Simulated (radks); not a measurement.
# S with its nuclear charge varied continuously

The task here is to estimate one member of a computed series from the others.

The numbers are computed with radks (a radial shooting solver on a logarithmic mesh, Libxc functionals) version 1 (scalar-relativistic Kohn-Sham, r2SCAN, spin-polarised, spherical densities, finite nucleus; open shells are filled with parallel spins first), except any that are marked as measured or tabulated.

### What is computed

| Property | Result |
| --- | --- |
| element | sulfur (Z = 16) |
| charge | 0 |
| electrons | 16 |
| configuration | [Ne] 3s2 3p4 |
| nuclear rms radius | 3.2611 fm |

The outer shells:

S
```
[Ne] core
3s [↑↓]
3p [↑↓][↑ ][↑ ]
```

Set-up of the first run:

Settings of this run:

```text
Z 16
configuration [Ne] 3s2 3p4
relativity scalar-relativistic
functional r2scan,r2scan
spin polarised
nucleus finite rms 3.2611 fm
c 137.035999084
```

Steps of the session up to this table: Z = 16.

One of the session's tables, all rows but one given; the rest of the session is left out.

It belongs to the step «Z = 16». Radial moments (bohr):

| level | <r> | outermost maximum (interpolated) | 90 % within | nodes |
| --- | --- | --- | --- | --- |
| 2s up | 0.4770 | 0.387 | 0.747 | 1 |
| 2s down | 0.4771 | 0.388 | 0.747 | 1 |
| 2p up | 0.4417 | 0.326 | 0.735 | 0 |
| 2p down | 0.4419 | 0.326 | 0.735 | 0 |
| 3s up | 1.698 | 1.41 | 2.58 | 2 |
| 3s down | ? | ? | ? | ? |
| 3p up | 2.028 | 1.60 | 3.19 | 1 |
| 3p down | 2.120 | 1.62 | 3.39 | 1 |

Q: Estimate the row for 3s down from the others.

**Answer.** <r>: 1.722; outermost maximum (interpolated): 1.42; 90 % within: 2.63; nodes: 2. In the column «<r>» it lies between 3s up (1.698) and 3p up (2.028).

Caveats from the session: At Z = 16 the central difference of E is -59.500 hartree, against -59.484 from the Hellmann-Feynman theorem; the scalar-relativistic energy here is not variational, so the two differ by a part that grows with Z.
